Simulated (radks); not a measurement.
**Nuclear size and the levels of Sn²⁺**

An exercise on one series of results from a longer session: the logs are not shown, and one member is left open.

Method: Dirac Kohn-Sham, relativistic LDA (MacDonald-Vosko exchange, VWN5 correlation), spin-unpolarised, spherical densities, finite nucleus. Code: radks (a radial shooting solver on a logarithmic mesh, Libxc functionals) version 1.

## The atom as given

```
element            : tin (Z = 50)
charge             : +2
electrons          : 48
configuration      : [Kr] 4d10 5s2
nuclear rms radius : 4.6519 fm
```

The outer shells:

Sn²⁺
```
[Kr] core
4d [↑↓][↑↓][↑↓][↑↓][↑↓]
5s [↑↓]
```

The first run:

Settings of this run:

```text
Z 50
configuration [Kr] 4d10 5s2 5p0 6s0
relativity Dirac
functional lda_x_rel,vwn5
spin unpolarised
j_filling energy
nucleus finite rms 4.6519 fm
c 137.035999084
```

Steps of the session up to this table: rms radius 4.6519 fm.

One of the session's tables, all rows but one given; the rest of the session is left out.

Radial moments (bohr):

```
level     <r>  outermost maximum (interpolated)  90 % within  nodes
4p1/2  0.8658                             0.772         1.28      2
4p3/2       ?                                 ?            ?      ?
4d3/2   1.085                             0.881         1.69      1
4d5/2   1.099                             0.891         1.71      1
5s1/2   2.208                              1.94         3.20      4
5p1/2   2.589                              2.25         3.79      3
5p3/2   2.672                              2.32         3.91      3
6s1/2   5.000                              4.68         7.11      5
```

Q: Estimate the row for 4p3/2 from the others.

**Answer.** <r>: 0.8960; outermost maximum (interpolated): 0.797; 90 % within: 1.32; nodes: 2. In the column «<r>» it lies between 4p1/2 (0.8658) and 4d3/2 (1.085).
